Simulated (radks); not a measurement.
# Spin polarisation of the 4f shell in Tb²⁺

How much does Tb²⁺ gain by aligning the spins in its 4f shell? The moment is raised step by step from zero.

The numbers are computed with radks (a radial shooting solver on a logarithmic mesh, Libxc functionals) version 1 (non-relativistic Kohn-Sham, BLYP, spin-polarised, spherical densities, point nucleus), except any that are marked as measured or tabulated.

## Step 1: The system

```
element       : terbium (Z = 65)
charge        : +2
electrons     : 63
configuration : [Xe] 4f(up 4.5, down 4.5)
```

A shell typed twice in an input gives spin up, then spin down.

## Step 2: No moment

Settings of this run:

```text
Z 65
configuration [Xe] 4f4.5 4f4.5
relativity non-relativistic
functional b88,lyp
spin polarised
nucleus point
```

## Step 3: moment 1 in 4f

Settings of this run:

```text
Z 65
configuration [Xe] 4f5 4f4
relativity non-relativistic
functional b88,lyp
spin polarised
nucleus point
```

## Step 4: moment 2 in 4f

Settings of this run:

```text
Z 65
configuration [Xe] 4f5.5 4f3.5
relativity non-relativistic
functional b88,lyp
spin polarised
nucleus point
```

## Step 5: moment 3 in 4f

Settings of this run:

```text
Z 65
configuration [Xe] 4f6 4f3
relativity non-relativistic
functional b88,lyp
spin polarised
nucleus point
```

## Step 6: moment 4 in 4f

Settings of this run:

```text
Z 65
configuration [Xe] 4f6.5 4f2.5
relativity non-relativistic
functional b88,lyp
spin polarised
nucleus point
```

## Step 7: moment 5 in 4f

Settings of this run:

```text
Z 65
configuration [Xe] 4f7 4f2
relativity non-relativistic
functional b88,lyp
spin polarised
nucleus point
```

**Question.** What will these runs give? Wanted: for each run, moment; E − E(0); ε(4f up); ε(4f down); splitting.

**Answer**, as computed:

| moment (μB) | E − E(0) (eV) | ε(4f up) (eV) | ε(4f down) (eV) | splitting (eV) |
| --- | --- | --- | --- | --- |
| 0 | 0.000 | -19.915 | -19.915 | 0.000 |
| 1 | -0.187 | -20.275 | -19.525 | 0.750 |
| 2 | -0.749 | -20.605 | -19.107 | 1.498 |
| 3 | -1.685 | -20.902 | -18.659 | 2.243 |
| 4 | -2.992 | -21.167 | -18.183 | 2.984 |
| 5 | -4.668 | -21.397 | -17.679 | 3.718 |

**Reading.** At a moment of 5 μB the energy has fallen by 4.67 eV and the 4f levels split by 3.72 eV, 0.744 eV per μB. The Stoner form E = −I m²/4 would give I = 0.747 eV. The energy falls at every step.
